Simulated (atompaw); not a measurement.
**A PAW (atompaw) potential for phosphorus, from input to tests**

Task: generate the file, and judge it by its logarithmic derivatives, its ghosts and its cutoff.

The numbers are computed with atompaw 4.2.0.5 (LDA (PW92), scalar-relativistic, spin-unpolarised reference atom).

**1. Starting point**

The settings as typed:

* element: phosphorus (P, Z = 15)
* type: PAW
* frozen core: [Ne]
* valence charge: 5
* reference configuration: 3s2 3p2.75 (charge +0.25)
* partial waves: 3s (bound): rc 1.15 bohr; 3s channel at -0.45 Ry: rc 1.15 bohr; 3p (bound): rc 1.25 bohr; 3p channel at -0.15 Ry: rc 1.25 bohr; 3d channel at 0.05 Ry: rc 1.25 bohr
* local potential: bessel scheme, radius 1.10 bohr
* core correction: smooth core density matched at 1.10 bohr
* augmentation charge: sinc compensation charge, radius 1.15 bohr; PAW radius 1.25 bohr; waves and projectors: custom rrkj vanderbiltortho

The nodes and maxima of the atom's own shells, from an earlier all-electron run, set the scale for the radii.

All-electron outer shells of the reference configuration (LDA (PW92), scalar-relativistic, ld1.x):

```csv
shell,level (eV),outermost node (bohr),outermost maximum (bohr)
2s,-175.56,0.14,0.42
2p,-126.94,–,0.35
3s,-16.19,0.66,1.56
3p,-7.62,0.64,1.81
```

**2. Generating the potential**

The input, P.input:

```
P 15
LDA-PW scalarrelativistic loggrid 1500 logderivrange -3 5 201
3 3 0 0 0 0
3 1 2.75
0 0 0
c
c
v
c
v
2
1.25 1.15 1.10 1.10
y
-0.45
n
y
-0.15
n
y
0.05
n
custom rrkj vanderbiltortho sinc
bessel
1.15
1.15
1.25
1.25
1.25
PWSCFOUT
UPFDX 0.0125d0 UPFXMIN -7.d0 UPFZMESH 15.d0
END
```

Launch:

```bash
atompaw < P.input > P.log
```

Q: Predict the outcome of this session. Wanted: cutoffs for 10 and 1 mRy, occupied levels; bound ghosts; largest phase difference near zero energy, channels read; lowest eigenvalue of the overlap; share of valence orbitals outside the PAW sphere; UPF file.

As calculated:

| quantity | value |
| --- | --- |
| cutoffs for 10 and 1 mRy, occupied levels | 80 Ry and 140 Ry |
| bound ghosts | s at -165.36 eV, p at -29.62 eV |
| largest phase difference near zero energy, channels read | 0.000 rad |
| lowest eigenvalue of the overlap (Bessel basis) | 0.053 (s) |
| share of valence orbitals outside the PAW sphere | 3s 82 %, 3p 89 % |
| UPF file | written |

**Reading.** It has a bound ghost (s, p), a state that the atom doesn't have, and that rules the file out. Close by lies the frozen 2s level (-175.6 eV). By its cutoff, 80 Ry for the looser tolerance, it is hard. The slowest occupied level is 3s: taken alone it needs 120 Ry to come within 1 mRy, against 40 Ry for 3p. Near zero energy the phases of the channels with partial waves that could be evaluated agree within 0.001 rad. These are tests on the free atom; a crystal test is still owed.
